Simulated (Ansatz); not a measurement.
**MgTl: stress in a strained cell**

MgTl is deformed so: zz strain of +1 %. What stress and forces result, by LAPW, PAW and all-electron datasets made for the crystal?

Computed with Ansatz 0.2.0 (DFT LDA, scalar-relativistic, unless a step's input says otherwise).

**1. The system as given**

It takes space group Pm-3m (No. 221, cubic). The conventional cell has a = 3.635 Å, b = 3.635 Å, c = 3.635 Å, α = 90.00°, β = 90.00°, γ = 90.00°. Around Mg (site symmetry m-3m) lie 8 Tl at 3.15 Å. Around Tl (site symmetry m-3m) lie 8 Mg at 3.15 Å.

Structure file:

```cif
data_structure
_symmetry_space_group_name_H-M 'P 1'
_symmetry_Int_Tables_number 1
_cell_length_a 3.6350
_cell_length_b 3.6350
_cell_length_c 3.6350
_cell_angle_alpha 90.000
_cell_angle_beta 90.000
_cell_angle_gamma 90.000
_cell_volume 48.03
loop_
_atom_site_label
_atom_site_type_symbol
_atom_site_fract_x
_atom_site_fract_y
_atom_site_fract_z
_atom_site_occupancy
Mg1 Mg 0.00000 0.00000 0.00000 1
Tl1 Tl 0.50000 0.50000 0.50000 1
```

Atoms are numbered in the order of the input: Mg1, Tl2.

**2. The deformed structure**

Space group Pm-3m before, P4/mmm after.

**3. LAPW, all electrons**

The input, input.yaml:

```yaml
crystal:
  lattice:
    - [3.635, 0.0, 0.0]
    - [0.0, 3.635, 0.0]
    - [0.0, 0.0, 3.67135]
  atoms:
    - { symbol: Mg, position: [0.0, 0.0, 0.0] }
    - { symbol: Tl, position: [0.5, 0.5, 0.5] }
kpoints:
  mp_grid: { grid: [9, 9, 9] }
  band_path:
    path:
      - [0.0, 0.0, 0.0]
      - [0.0, 0.5, 0.0]
      - [0.5, 0.5, 0.0]
      - [0.0, 0.0, 0.0]
      - [0.0, 0.0, 0.5]
      - [0.0, 0.5, 0.5]
      - [0.5, 0.5, 0.5]
      - [0.0, 0.0, 0.5]
      - [0.0, 0.5, 0.0]
    npoints: 5
scf:
  occupations: { method: fermi_dirac, width: 0.05 }
hamiltonian:
  xc: lda
  pseudopotentials: { kind: all_electron, lapw: { basis_error: 0.0005 } }
output:
  forces: true
  stress: true
  eigenvalues: true
```

Run with:

```bash
ansatz run input.yaml --threads 1 --pin off --max-ram 3072MiB --backend cpu --events-out ev --progress --plain --runs-dir out
```

**4. Frozen-core PAW**

The input, input.yaml:

```yaml
crystal:
  lattice:
    - [3.635, 0.0, 0.0]
    - [0.0, 3.635, 0.0]
    - [0.0, 0.0, 3.67135]
  atoms:
    - { symbol: Mg, position: [0.0, 0.0, 0.0] }
    - { symbol: Tl, position: [0.5, 0.5, 0.5] }
kpoints:
  mp_grid: { grid: [9, 9, 9] }
scf:
  occupations: { method: fermi_dirac, width: 0.05 }
hamiltonian:
  xc: lda
  pseudopotentials: { kind: paw }
output:
  forces: true
  stress: true
  eigenvalues: true
  efg: { contact_densities: true }
```

**5. Datasets made for this crystal**

input.yaml, as its differences from that of step 4:

```diff
@@ -14,3 +14,3 @@
   xc: lda
-  pseudopotentials: { kind: paw }
+  pseudopotentials: { kind: all_electron, datasets: crystal }
 output:
```

(Steps that only read results are left out.)

Before running it: what results should come out? Wanted: pressure; largest shear or deviatoric stress.

**Answer**, as computed:

```
                                 quantity                                              value
                                 pressure  LAPW -2.75, PAW -2.76, crystal datasets -2.75 GPa
largest shear or deviatoric stress (LAPW)                                           0.21 GPa
```

The largest part of the stress beyond the pressure is 0.21 GPa in size, in the zz component; the atoms are carried along and not relaxed. No run of the undeformed cell stands beside it, so the pressure holds what the given cell had before the change. PAW: stress within 0.01 GPa of LAPW. Crystal datasets: stress within 0.01 GPa of LAPW. Spin-orbit coupling is left out, though the cell holds Tl; in elements this heavy it can shift bands and gaps by tenths of an eV.
